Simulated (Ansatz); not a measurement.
B:

```
CELL_PARAMETERS angstrom
1.88524 0.00000 0.00000
0.00000 1.88524 0.00000
0.00000 0.00000 1.88524
ATOMIC_POSITIONS crystal
B 0.50000 0.50000 0.50000
```

The cell was built by a generator and needn't be a form met in nature.

| Quantity | Value |
| --- | --- |
| Program | Ansatz 0.2.0 |
| Task | relaxation of cell and atoms |
| Functional | PBEsol |
| Dispersion | D3(BJ) |
| Potentials or basis | Ansatz PAW |
| Cutoff | 420 eV (not typed: the program's choice for these potentials) |
| k mesh | 14 × 14 × 14 |
| Occupations | fermi-dirac, width 0.05 eV |
| Spin | no spin polarisation |

At the start: volume 6.70 Å³/atom.

Q: How do energy, volume and symmetry change on relaxing?

A: It ends after 5 steps and the volume is 6.52 Å³/atom (-2.7 %); space group Pm-3m (No. 221, to 0.05 Å).

The path:
| step | energy change (eV) | largest force (eV/Å) | volume (Å³) |
| --- | --- | --- | --- |
| 1 | 0.0000 | 0.0000 | 6.70 |
| 2 | -0.0032 | 0.0000 | 6.60 |
| 3 | -0.0041 | 0.0000 | 6.52 |
| 4 | -0.0041 | 0.0000 | 6.52 |
| 5 | -0.0038 | 0.0000 | 6.52 |

Final structure:
```
B
1.0
     1.86804    0.00000    0.00000
     0.00000    1.86804    0.00000
     0.00000    0.00000    1.86804
B
1
Direct
  0.50000 0.50000 0.50000
```

Caveat: the plane-wave basis is chosen anew once the cell has moved, so the energies of steps on either side of that aren't comparable; pairwise dispersion overbinds metals, which lowers pressure and volume; the PAW data sets come from PBE, with cores solved anew for the run's functional, which leaves a small shift of forces and pressure.
